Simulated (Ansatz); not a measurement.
Relaxation of a periodic cell of 17 atoms, Be16H (host Be, host structure hcp, interstitial H), to a largest force component of 0.03 eV/Å in at most 60 steps.

Method: DFT PBE, scalar-relativistic, plane waves, PAW (Ansatz 0.2.0). Settings: cutoff 420 eV, k mesh 5x5x3, fermi-dirac smearing 0.15 eV, no spin polarisation.

```xyz
17
Lattice="-2.2900 -3.9664 0.0000 3.4350 -1.9832 0.0000 0.0000 0.0000 7.1769" Properties=species:S:1:pos:R:3:forces:R:3
Be 0.000 -3.966 0.000 0.32 -0.19 -0.26
Be 0.000 -2.644 1.794 0.45 0.22 0.28
Be 0.000 -3.966 3.588 -0.06 0.03 0.06
Be 0.000 -2.644 5.383 0.03 -0.02 0.03
Be -1.145 -1.983 0.000 0.00 0.50 -0.31
Be 2.290 -2.644 1.794 -0.02 0.03 0.04
Be -1.145 -1.983 3.588 -0.03 0.03 -0.01
Be 2.290 -2.644 5.383 -0.04 0.03 -0.09
Be 1.145 -1.983 0.000 0.01 0.01 0.01
Be 1.145 -0.661 1.794 0.02 -0.48 0.26
Be 1.145 -1.983 3.588 0.03 -0.01 0.07
Be 1.145 -0.661 5.383 0.04 -0.02 0.03
Be 0.000 0.000 0.000 -0.40 -0.25 -0.28
Be 1.145 -4.627 1.794 -0.48 0.27 0.33
Be 0.000 0.000 3.588 -0.04 0.02 -0.02
Be 1.145 -4.627 5.383 0.05 -0.03 -0.06
H -1.185 -3.260 0.907 0.13 -0.15 -0.06
```

**Question.** Where does it end, and by what steps?

**Answer.** It converged. Limits of this set-up: coarse k mesh, odd electron count without spin. After 3 steps the energy has fallen by 0.083 eV; H17 moved furthest, 0.05 Å.

| step | energy less start (eV) | largest force component (eV/Å) | accepted |
| --- | --- | --- | --- |
| 0 | 0.0000 | 0.503 | yes |
| 1 | -0.0612 | 0.250 | yes |
| 2 | -0.0817 | 0.052 | yes |
| 3 | -0.0830 | 0.011 | yes |

```xyz
17
Lattice="-2.2900 -3.9664 0.0000 3.4350 -1.9832 0.0000 0.0000 0.0000 7.1769" Properties=species:S:1:pos:R:3
Be 0.025 -3.980 -0.023
Be 0.034 -2.624 1.821
Be -0.018 -3.955 3.606
Be 0.004 -2.643 5.386
Be -1.150 -1.940 -0.026
Be 2.283 -2.639 1.800
Be -1.151 -1.976 3.586
Be 2.283 -2.639 5.362
Be 1.147 -1.983 -0.004
Be 1.145 -0.697 1.821
Be 1.148 -1.983 3.611
Be 1.147 -0.664 5.386
Be -0.038 -0.015 -0.025
Be 1.115 -4.609 1.818
Be -0.009 0.004 3.586
Be 1.158 -4.634 5.366
H -1.149 -3.301 0.896
```

Whether the end is a true minimum wasn't checked by a vibrational analysis.

Run time: 36 s on 1 CPU thread of a shared host.
